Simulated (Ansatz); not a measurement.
**SiGeH₃ (doublet): the correlation ladder at a displaced geometry (v1), cc-pVDZ**

The task here is to estimate one member of a computed series from the others.

The runs use Ansatz 0.2.0, Gaussian basis; cc-pVDZ, core rule «outside noble gas», up to 19 orbitals frozen.

The runs, in order: UHF; CCSD(T) on ROHF; CCSD(T) on UHF; BCCD(T) on ROHF; CISD; CCSDT(Q) on ROHF; CCSDT(Q) on UHF.

21 further runs of the same task are left out: 9 that didn't finish, 12 set aside as unsound or not needed.

## The geometry

The geometry is a PBE0/def2-TZVP stationary point (not a proven minimum) with its atoms shifted at random (size 0.040 Å). No spin-orbit coupling is included. The filled d shell of Ge may be among the frozen orbitals whatever the setting's name suggests; the logs give the count.

5 atoms, charge 0, spin multiplicity 2.

Atoms are counted from 1 here; the program's logs count them from 0.

Bond lengths: Si1–Ge2 2.431 Å, Ge2–H3 1.515 Å, Ge2–H4 1.525 Å, Ge2–H5 1.527 Å. Angles: Si1–Ge2–H3 104.8°, Si1–Ge2–H4 116.5°, Si1–Ge2–H5 119.3°, H3–Ge2–H4 101.9°, H3–Ge2–H5 103.5°, H4–Ge2–H5 108.4°.

As a file:

```
Si    0.00793    0.01111    1.79082
Ge    0.00231   -0.00504   -0.64054
H    -1.46170    0.05426   -1.02580
H     0.55847    1.23638   -1.33000
H     0.51612   -1.23727   -1.38149
```

The first run:

in.yaml

```yaml
crystal:
  periodic: [false, false, false]
  atoms:
    - {symbol: Si, position_ang: [0.007930, 0.011107, 1.790818]}
    - {symbol: Ge, position_ang: [0.002305, -0.005035, -0.640543]}
    - {symbol: H, position_ang: [-1.461701, 0.054259, -1.025798]}
    - {symbol: H, position_ang: [0.558474, 1.236381, -1.330000]}
    - {symbol: H, position_ang: [0.516116, -1.237267, -1.381490]}
basis:
  gaussian: {orbitals: cc-pVDZ}
magnetization: {spin_polarized: true, initial_magnetization: 1}
hamiltonian: {xc: hf}
output: {orbitals: {seedname: orbitals}}
```

The run is started by

```bash
$ ansatz run in.yaml --threads 1 --pin off --events-out ev --progress --plain --max-ram 2393MiB
```

Steps of the session up to this table: UHF; CCSD(T) on ROHF; CCSD(T) on UHF; BCCD(T) on ROHF; CISD; CCSDT(Q) on ROHF; CCSDT(Q) on UHF.

One table of the session follows, with a row left open; its other results are not shown here.

| method | from UCCSDT(Q) (kJ/mol) |
| --- | --- |
| ROHF | +561.0 |
| UHF | +549.2 |
| RMP2 | ? |
| UMP2 | +139.4 |
| CISD | +65.8 |
| RCCSD | +18.0 |
| UCCSD | +18.1 |
| RCCSD(T) | +3.8 |
| UCCSD(T) | +4.0 |
| BCCD(T) | +3.8 |
| RCCSDT | +0.7 |
| UCCSDT | +0.7 |
| RCCSDT(Q) | 0.0 |
| UCCSDT(Q) | 0 |

**Question.** Estimate the row for RMP2.

The run gave: from UCCSDT(Q) (kJ/mol): +131.5. In the column «from UCCSDT(Q) (kJ/mol)» it lies between CISD (+65.8) and UMP2 (+139.4).

Among the levels timed on like hardware and quicker than the yardstick, those that no quicker one beats, quickest first: CISD (7 s, +65.8 kJ/mol); BCCD(T) (17 s, +3.8 kJ/mol); RCCSDT(Q) (1.8 min, 0.0 kJ/mol).

To keep in mind: Restricted and unrestricted rows rest on different reference determinants; where their highest levels disagree by more than a few hundredths of an eV, they describe different states and don't form one ladder.
